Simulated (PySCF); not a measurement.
# LuF3(H2O): other functionals and bases at one geometry

An exercise on one series of results from a longer session: the logs are not shown, and one member is left open.

Method: several levels, as the steps say, no spin–orbit coupling; program: PySCF 2.14.0.

1 further run of the same task is left out (for a known fault of the program).

## The starting structure

7 atoms, charge 0, spin multiplicity 1.

Bond lengths: Lu1–F2 1.985 Å, Lu1–F3 1.979 Å, Lu1–F4 1.985 Å, Lu1–O5 2.329 Å, O5–H6 0.966 Å, O5–H7 0.966 Å. Angles: F2–Lu1–F3 117.6°, F2–Lu1–F4 119.5°, F2–Lu1–O5 93.9°, F3–Lu1–F4 117.6°, F3–Lu1–O5 105.5°, F4–Lu1–O5 93.9°, Lu1–O5–H6 123.8°, Lu1–O5–H7 123.8°, H6–O5–H7 107.4°.

Coordinates:

```tsv
atom	x (Å)	y (Å)	z (Å)
Lu1	0.0335	-0.1211	0.1211
F2	0.9221	1.4153	1.0098
F3	-1.2268	-1.2004	1.2004
F4	0.9221	-1.0098	-1.4153
O5	-1.3017	1.2278	-1.2278
H6	-1.4490	2.1689	-1.0684
H7	-1.4490	1.0684	-2.1689
```

Formal oxidation states: Lu +3. Each metal's 14 4f electrons lie in its core potential, so multiplicities, spins and levels count the valence alone. An earlier session relaxed this geometry at PBE0, Lu lcecp-1-SVP with ECP60, F def2-SVP, O def2-SVP, H def2-SVP (singlet, point group Cs).

At PBE0 on the finer grid: E = -415.579586 Eh, HOMO -9.71 eV, LUMO -1.09 eV, Mulliken charge on Lu1 +1.14 e, largest force component 0.005 eV/Å. 

Levels to run: B3LYP; revPBE; PBE0, TZVP. Hardware: 2 threads of Arm Neoverse V2, shared host.

The first run:

The input, run.py (the lines that set the calculation):

```python
mol = gto.M(atom='''
Lu     0.03352    -0.12115     0.12115
F      0.92208     1.41526     1.00983
F     -1.22679    -1.20041     1.20041
F      0.92208    -1.00983    -1.41526
O     -1.30174     1.22776    -1.22776
H     -1.44903     2.16893    -1.06836
H     -1.44903     1.06836    -2.16893''',
    basis={'Lu': 'lcecp-1-SVP', 'F': 'def2-SVP', 'O': 'def2-SVP', 'H': 'def2-SVP'},
    ecp={'Lu': 'lcecp-1-SVP'},
    charge=0, spin=0)
mf = dft.RKS(mol, xc='B3LYP')
mf.grids.atom_grid = (75, 302)  # f atoms: unpruned, at least (60, 302)
mf = mf.density_fit()  # fitting sets: Lu AutoAux, F def2-universal-JKFIT, O def2-universal-JKFIT, H def2-universal-JKFIT
mf.conv_tol = 1e-08; mf.max_cycle = 55
mf.kernel(dm0)  # dm0: the density of the relaxed state
```

Command:

```sh
$ OMP_NUM_THREADS=2 python run.py
```

Steps of the session up to this table: B3LYP; revPBE; PBE0, TZVP.

One of the session's tables, all rows but one given; the rest of the session is left out.

| level | HOMO (eV) | gap (eV) | charge on Lu1 (e) | dipole (D) | largest force component (eV/Å) |
| --- | --- | --- | --- | --- | --- |
| PBE0 (relaxed here) | -9.71 | 8.61 | 1.14 | 5.84 | 0.00 |
| B3LYP | -9.37 | 7.88 | 1.07 | 5.83 | 0.17 |
| revPBE | -7.63 | 5.80 | 0.93 | 5.71 | 0.49 |
| PBE0, TZVP | ? | ? | ? | ? | ? |

**Question.** Estimate the row for PBE0, TZVP.

The run gave: HOMO (eV): -9.90; gap (eV): 8.55; charge on Lu1 (e): 1.60; dipole (D): 5.83; largest force component (eV/Å): 0.23. In the column «HOMO (eV)» it is the lowest.

In one basis the HOMO–LUMO gap runs from 5.80 eV (revPBE) to 8.61 eV (PBE0). The largest leftover force, 0.49 eV/Å with revPBE, stands at a geometry relaxed at another level. With 4f in the core, its levels are missing from HOMO and gap, and its count is fixed, so no charge can pass from the ligands into it. Total energies of different levels can't be compared.
